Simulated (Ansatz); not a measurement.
# ClH6InO2Si2: basis-set convergence

Aim: see how fast density functionals converge with the basis set for ClH6InO2Si2.

Method: one geometry, several basis sets; program: Ansatz 0.2.0, Gaussian basis.

The runs, in order: PBE0-D4/def2-SVP; ωB97M-V/def2-SVP; PBE0-D4/def2-QZVPP; ωB97M-V/def2-QZVPP; the functionals' def2-TZVPP values are taken from earlier runs.

2 further runs of the same task are left out: 2 set aside as unsound or not needed.

## (1) Structure used throughout

All runs share one geometry, relaxed beforehand with PBE0-D4 in a triple-zeta def2 set. In takes the def2 core potential; no spin-orbit term is included.

SMILES `[SiH3][O][In]([Cl])[O][SiH3]`, 12 atoms, charge 0, spin multiplicity 1.

Atoms are counted from 1 here; the program's logs count them from 0.

Bond lengths: Si1–O2 1.637 Å, Si1–H7 1.489 Å, Si1–H8 1.485 Å, Si1–H9 1.490 Å, O2–In3 1.956 Å, In3–Cl4 2.290 Å, In3–O5 1.950 Å, O5–Si6 1.638 Å, Si6–H10 1.489 Å, Si6–H11 1.489 Å, Si6–H12 1.485 Å. Angles: O2–Si1–H7 111.0°, O2–Si1–H8 108.3°, O2–Si1–H9 111.2°, H7–Si1–H8 109.2°, H7–Si1–H9 108.0°, H8–Si1–H9 109.1°, Si1–O2–In3 136.2°, O2–In3–Cl4 122.0°, O2–In3–O5 116.8°, Cl4–In3–O5 121.2°, In3–O5–Si6 134.9°, O5–Si6–H10 111.1°, O5–Si6–H11 111.1°, O5–Si6–H12 108.1°, H10–Si6–H11 108.2°, H10–Si6–H12 109.2°, H11–Si6–H12 109.1°.

## (2) PBE0-D4 in def2-SVP

Contents of in.yaml:

```yaml
crystal:
  periodic: [false, false, false]
  atoms:
    - {symbol: Si, position_ang: [0.760816, -2.671338, -0.416423]}
    - {symbol: O, position_ang: [0.372471, -1.099347, -0.174262]}
    - {symbol: In, position_ang: [-1.273237, -0.078093, 0.099663]}
    - {symbol: Cl, position_ang: [-3.331831, -1.081048, 0.142781]}
    - {symbol: O, position_ang: [-1.083132, 1.847563, 0.337902]}
    - {symbol: Si, position_ang: [0.179723, 2.891130, 0.364259]}
    - {symbol: H, position_ang: [0.217648, -3.162925, -1.713298]}
    - {symbol: H, position_ang: [2.241238, -2.788308, -0.432516]}
    - {symbol: H, position_ang: [0.214765, -3.533412, 0.669039]}
    - {symbol: H, position_ang: [0.919574, 2.871026, -0.928146]}
    - {symbol: H, position_ang: [1.137066, 2.548163, 1.452327]}
    - {symbol: H, position_ang: [-0.355102, 4.256599, 0.598675]}
basis:
  gaussian: {orbitals: def2-SVP}
hamiltonian: {xc: pbe0, dispersion: d4}
output: {orbitals: {seedname: orbitals}}
```

Command:

```
$ ansatz run in.yaml --threads 2 --pin off --events-out ev --progress --plain --max-ram 32768MiB --backend cpu
```

The runs that follow: ωB97M-V in def2-SVP; PBE0-D4 in def2-QZVPP; ωB97M-V in def2-QZVPP.

Q: Predict the results of all the runs planned. Wanted: PBE0-D4: double and triple zeta above quadruple; ωB97M-V: double and triple zeta above quadruple.

The runs gave:

| quantity | value |
| --- | --- |
| PBE0-D4: double and triple zeta above quadruple | 16.86, 1.24 eV |
| ωB97M-V: double and triple zeta above quadruple | 16.87, 1.15 eV |

What this shows: For PBE0-D4 the step from double to triple zeta gains 15.62 eV and the next only 1.24 eV. Total energies overstate the basis error of differences, where much of it tends to cancel.
